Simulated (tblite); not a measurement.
# C6H11F2NSi: the cost of one run

Programs: tblite 0.8.0 and PySCF 2.14.0, with density-fitted response routines of our own. Each step states its level of theory. These are calculated values for one molecule in the gas phase, unless marked as measured. Atoms count from 0, in the outputs and in this text.

### 1 The starting structure

21 atoms, charge 0, multiplicity 1; geometry from: force field or distance geometry start.

Bonds of the start (Å): C0–C1 1.34, C1–F2 1.36, C1–C3 1.52, C3–C4 1.55, C4–C5 1.52, C5–F6 1.36, C5–C7 1.51, C7–N8 1.47, N8–Si9 1.71, N8–C3 1.47, C0–H10 1.08, C0–H11 1.08, C3–H12 1.09, C4–H13 1.09, C4–H14 1.09, C5–H15 1.10, C7–H16 1.10, C7–H17 1.10, Si9–H18 1.48, Si9–H19 1.49, Si9–H20 1.48.

### 2 Geometry optimisation with GFN2-xTB

What the job is given:

```
{"job": {"kind": "relax", "xc": "GFN2-xTB", "basis": "xTB"}, "charge": 0, "multiplicity": 1}
C      2.668500     0.410600    -0.895000
C      1.542000    -0.161700    -0.438000
F      1.436500    -1.505700    -0.606000
C      0.425800     0.587700     0.261200
C      0.254800     0.126800     1.727800
C     -0.714800    -1.035600     1.640300
F     -0.009200    -2.197200     1.643100
C     -1.423500    -0.868600     0.311800
N     -0.907700     0.358700    -0.309100
Si    -1.406700     0.918300    -1.842300
H      2.833100     1.476600    -0.799700
H      3.412500    -0.190600    -1.385800
H      0.654300     1.655400     0.287100
H     -0.198500     0.939800     2.296400
H      1.196600    -0.139000     2.203200
H     -1.398700    -1.051900     2.507000
H     -1.250600    -1.746700    -0.324200
H     -2.510700    -0.791600     0.477600
H     -2.883200     0.901100    -1.879500
H     -0.887900     2.302400    -2.002700
H     -0.841500     0.028100    -2.873700
```

Run with:

```sh
$ OMP_NUM_THREADS=1 python probes_run.py task.json out
```

One launch serves the whole session: the jobs run in the order shown.

**Question.** How long does this first job take on 1 thread of Arm Neoverse V1, shared host, and how much memory does it need?

About 1.3 s, with a peak of 0.18 GiB.
